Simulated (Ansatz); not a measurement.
**AsBBrH₃: single points off equilibrium**

The atoms stand at a structure displaced at random from a GFN2-xTB minimum. How far do the functionals agree with CCSD(T) there?

Method: single points in def2-TZVPP; program: Ansatz 0.2.0, Gaussian basis.

Correlated methods freeze the cores. Filled d shells of the heavier atoms are correlated.

### Step 1. The starting structure

SMILES `[AsH2]BBr`, 6 atoms, charge 0, spin multiplicity 1.

Atoms are counted from 1 here; the program's logs count them from 0.

Bond lengths: As1–B2 2.041 Å, As1–H4 1.556 Å, As1–H5 1.501 Å, B2–Br3 1.815 Å, B2–H6 1.181 Å. Angles: B2–As1–H4 94.8°, B2–As1–H5 92.1°, H4–As1–H5 91.6°, As1–B2–Br3 124.2°, As1–B2–H6 117.3°, Br3–B2–H6 118.5°.

Geometry (Å):

```xyz
6
charge 0, multiplicity 1
As   -1.2003    0.5333   -0.0681
B     0.5484   -0.2136    0.6729
Br    1.2516   -1.8187    0.2018
H    -1.3025   -0.4988   -1.2275
H    -0.4742    1.5104   -0.9455
H     1.1552    0.4690    1.4221
```

### Step 2. CCSD(T)/def2-TZVPP

The input, run/in.yaml:

```yaml
crystal:
  periodic: [false, false, false]
  atoms:
    - {symbol: As, position_ang: [-1.200300, 0.533300, -0.068100]}
    - {symbol: B, position_ang: [0.548400, -0.213600, 0.672900]}
    - {symbol: Br, position_ang: [1.251600, -1.818700, 0.201800]}
    - {symbol: H, position_ang: [-1.302500, -0.498800, -1.227500]}
    - {symbol: H, position_ang: [-0.474200, 1.510400, -0.945500]}
    - {symbol: H, position_ang: [1.155200, 0.469000, 1.422100]}
basis:
  gaussian: {orbitals: def2-TZVPP}
correlation: {method: ccsd_t}
output: {forces: true}
```

The command line of these runs was not kept.

### Step 3. PBE0-D4/def2-TZVPP

Changes to run/in.yaml since step 2:

```diff
@@ -11,3 +11,3 @@
   gaussian: {orbitals: def2-TZVPP}
-correlation: {method: ccsd_t}
-output: {forces: true}
+hamiltonian: {xc: pbe0, dispersion: d4}
+output: {forces: true, orbitals: {seedname: orbitals}}
```

### Step 4. wB97M-V/def2-TZVPP

Changes to run/in.yaml since step 3:

```diff
@@ -11,3 +11,3 @@
   gaussian: {orbitals: def2-TZVPP}
-hamiltonian: {xc: pbe0, dispersion: d4}
-output: {forces: true, orbitals: {seedname: orbitals}}
+hamiltonian: {xc: {name: wB97M-V}}
+output: {forces: true}
```

### Step 5. r2SCAN-D4/def2-TZVPP

Changes to run/in.yaml since step 4:

```diff
@@ -11,3 +11,3 @@
   gaussian: {orbitals: def2-TZVPP}
-hamiltonian: {xc: {name: wB97M-V}}
+hamiltonian: {xc: r2scan, dispersion: d4}
 output: {forces: true}
```

### Step 6. PBE-D4/def2-TZVPP

Changes to run/in.yaml since step 5:

```diff
@@ -11,3 +11,3 @@
   gaussian: {orbitals: def2-TZVPP}
-hamiltonian: {xc: r2scan, dispersion: d4}
+hamiltonian: {xc: pbe, dispersion: d4}
 output: {forces: true}
```

### Step 7. BLYP-D4/def2-TZVPP

Changes to run/in.yaml since step 6:

```diff
@@ -11,3 +11,3 @@
   gaussian: {orbitals: def2-TZVPP}
-hamiltonian: {xc: pbe, dispersion: d4}
+hamiltonian: {xc: {name: BLYP}, dispersion: d4}
 output: {forces: true}
```

### Step 8. r2SCANh-D4/def2-TZVPP

Changes to run/in.yaml since step 7:

```diff
@@ -11,3 +11,3 @@
   gaussian: {orbitals: def2-TZVPP}
-hamiltonian: {xc: {name: BLYP}, dispersion: d4}
+hamiltonian: {xc: {name: r2SCANh}, dispersion: d4}
 output: {forces: true}
```

(Steps that only read results are left out.)

What does the calculation give? Wanted: energy less free atoms, CCSD(T)/def2-TZVPP; RMS force component; RMS force error; HOMO and LUMO, PBE0-D4; T1 diagnostic.

The runs gave:

| quantity | value |
| --- | --- |
| energy less free atoms, CCSD(T)/def2-TZVPP | -1596.9 kJ/mol |
| RMS force component | 0.690 to 0.778 eV/Å over the methods |
| RMS force error | PBE0-D4 0.070, wB97M-V 0.041, r2SCAN-D4 0.042, PBE-D4 0.163, BLYP-D4 0.185, r2SCANh-D4 0.041 eV/Å |
| HOMO and LUMO, PBE0-D4 | -7.28 and -1.95 eV |
| T1 diagnostic | 0.012 |

What this shows: Against CCSD(T) the functionals' energies less atoms differ by -76.0 to -43.3 kJ/mol, PBE-D4 by -76.0 kJ/mol. The reference is not at the basis limit: in triple zeta CCSD(T) underbinds, which counts against methods that bind more; the gaps are no ranking. On forces the order runs from wB97M-V to BLYP-D4. Frozen-core CCSD(T) forces in triple zeta carry basis errors of their own, and this is one geometry, so small gaps rank nothing.
